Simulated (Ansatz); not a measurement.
# GaGeH₃+ (doublet): wave-function methods side by side, cc-pVDZ

An exercise on one series of results from a longer session: the logs are not shown, and one member is left open.

The runs use Ansatz 0.2.0, Gaussian basis; cc-pVDZ, core rule «outside noble gas», up to 28 orbitals frozen.

To be run: UHF; CCSD(T) on ROHF; CCSD(T) on UHF; BCCD(T) on ROHF; CISD; CCSDT(Q) on ROHF; CCSDT(Q) on UHF; CASSCF and MRCISD+Q, 9 electrons in 11 orbitals; CASSCF and NEVPT2, 9 electrons in 11 orbitals.

3 further runs of the same task are left out: 3 set aside as unsound or not needed.

## What is computed

The geometry is a PBE0/def2-TZVP stationary point (not a proven minimum) of the parent state, kept for this charge and spin. No spin-orbit coupling is included. The filled d shell of Ge, Ga may be among the frozen orbitals whatever the setting's name suggests; the logs give the count.

5 atoms, charge 1, spin multiplicity 2.

Atoms are counted from 1 here; the program's logs count them from 0.

Bond lengths: Ge1–Ga2 2.318 Å, Ge1–H3 1.690 Å, Ge1–H4 1.690 Å, Ga2–H5 1.578 Å. Angles: Ga2–Ge1–H3 57.2°, Ga2–Ge1–H4 57.2°, H3–Ge1–H4 78.4°, Ge1–Ga2–H5 157.1°.

Set-up of the first run:

The input, in.yaml:

```yaml
crystal:
  periodic: [false, false, false]
  atoms:
    - {symbol: Ge, position_ang: [-0.002947, -0.000001, 1.150707]}
    - {symbol: Ga, position_ang: [-0.031733, 0.000001, -1.167296]}
    - {symbol: H, position_ang: [0.921804, 1.067585, 0.223154]}
    - {symbol: H, position_ang: [0.921802, -1.067587, 0.223153]}
    - {symbol: H, position_ang: [0.563840, 0.000001, -2.628975]}
basis:
  gaussian: {orbitals: cc-pVDZ}
total_charge: 1
magnetization: {spin_polarized: true, initial_magnetization: 1}
hamiltonian: {xc: hf}
output: {orbitals: {seedname: orbitals}}
```

On the command line:

```
ansatz run in.yaml --threads 1 --pin off --events-out ev --progress --plain --max-ram 4096MiB --backend cpu
```

Steps of the session up to this table: UHF; CCSD(T) on ROHF; CCSD(T) on UHF; BCCD(T) on ROHF; CISD; CCSDT(Q) on ROHF; CCSDT(Q) on UHF; CASSCF and MRCISD+Q, 9 electrons in 11 orbitals; CASSCF and NEVPT2, 9 electrons in 11 orbitals.

One table of the session follows, with a row left open; its other results are not shown here.

It belongs to the step «Misses and costs». 

| method | from UCCSDT(Q) (kJ/mol) |
| --- | --- |
| ROHF | +468.8 |
| UHF | +459.9 |
| RMP2 | +112.9 |
| UMP2 | +112.7 |
| RCCSD | +18.9 |
| UCCSD | +18.2 |
| RCCSD(T) | +4.5 |
| UCCSD(T) | +4.1 |
| BCCD(T) | +4.4 |
| RCCSDT | +1.1 |
| UCCSDT | +0.7 |
| RCCSDT(Q) | +0.5 |
| UCCSDT(Q) | 0 |
| CASSCF valence | ? |
| NEVPT2 valence | +57.0 |
| MRCISD valence | +10.4 |
| MRCISD+Q valence | +0.2 |

Q: Estimate the row for CASSCF valence from the others.

As computed: from UCCSDT(Q) (kJ/mol): +220.3. In the column «from UCCSDT(Q) (kJ/mol)» it lies between RMP2 (+112.9) and UHF (+459.9).

To keep in mind: Restricted and unrestricted rows rest on different reference determinants; where their highest levels disagree by more than a few hundredths of an eV, they describe different states and don't form one ladder.
